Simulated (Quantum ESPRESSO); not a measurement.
CoO: equation of state with LDA

Crystal: CoO.

```
Co O
1.0
     0.00000    2.13150    2.13150
     2.13150    0.00000    2.13150
     2.13150    2.13150    0.00000
Co O
1 1
Direct
  0.00000 0.00000 0.00000
  0.50000 0.50000 0.50000
```

```yaml
Program: Quantum ESPRESSO 7.5
Task: equation of state
Functional: LDA
Potentials_or_basis: GBRV 1.5 LDA
Cutoff: 762 eV
Density_cutoff: 6095 eV
k_mesh: 11 × 11 × 11
Occupations: fermi-dirac, width 0.05 eV
Spin: collinear spin, ferromagnetic start
Starting_moments: "[2.0, 0.0] μB"
```

```
Equilibrium volume : 8.61 Å³/atom (rough: see the caveat)
Bulk modulus       : 173 GPa (rough)
```

Energy against volume, from the lowest point:
| volume (Å³/atom) | energy (meV/atom) |
| --- | --- |
| 9.103 | 0.00 |
| 9.297 | 13.02 |
| 9.490 | 29.92 |
| 9.684 | 50.27 |
| 9.878 | 73.95 |
| 10.071 | 100.77 |
| 10.265 | 130.44 |

All runs of the series together: 3.5 min on 2 threads of Arm Neoverse V2, on a shared host.

Caveat: the fit is doubtful: noisy points or a state that changes with volume; the minimum lies outside the volumes run.
